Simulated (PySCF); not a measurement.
# GeHI3 (GeHI3): the cost of one run

The runs use PySCF 2.14.0, with density-fitted response routines of our own; the level of theory stands in each step. All values are computed, except where a source is named. Atoms count from 0, in the outputs and in this text.

## Step 1: The starting structure

5 atoms, charge 0, multiplicity 1; geometry from: GFN2-xTB. The atoms were then displaced at random by about 0.03 Å, so the start is not that level's minimum.

Bonds of the start (Å): Ge0–H1 1.51, Ge0–I2 2.42, Ge0–I3 2.58, Ge0–I4 2.52.

## Step 2: Optimising the geometry at PBE0-D3(BJ)/def2-SVP

Job settings and geometry (Å):

```
{"job": {"xc": "PBE0", "basis": "def2-SVP", "d3": "d3bj", "grid": 1, "maxiter": 40, "shake": 0.03, "kind": "geom"}, "charge": 0, "multiplicity": 1}
Ge     0.061720    -0.079440     0.167590
H     -0.012630    -0.025560     1.678730
I      2.337540     0.004000    -0.647650
I     -1.104950     2.085900    -0.602950
I     -1.206820    -2.095380    -0.657830
```

Run with:

```
OMP_NUM_THREADS=1 python probes_run.py task.json out
```

This one command runs all jobs of the session in turn.

Q: Estimate the wall time and peak memory of this first job on 1 thread of Intel Xeon at 2.50GHz, shared host.

About 2.9 min, with a peak of 0.48 GiB.
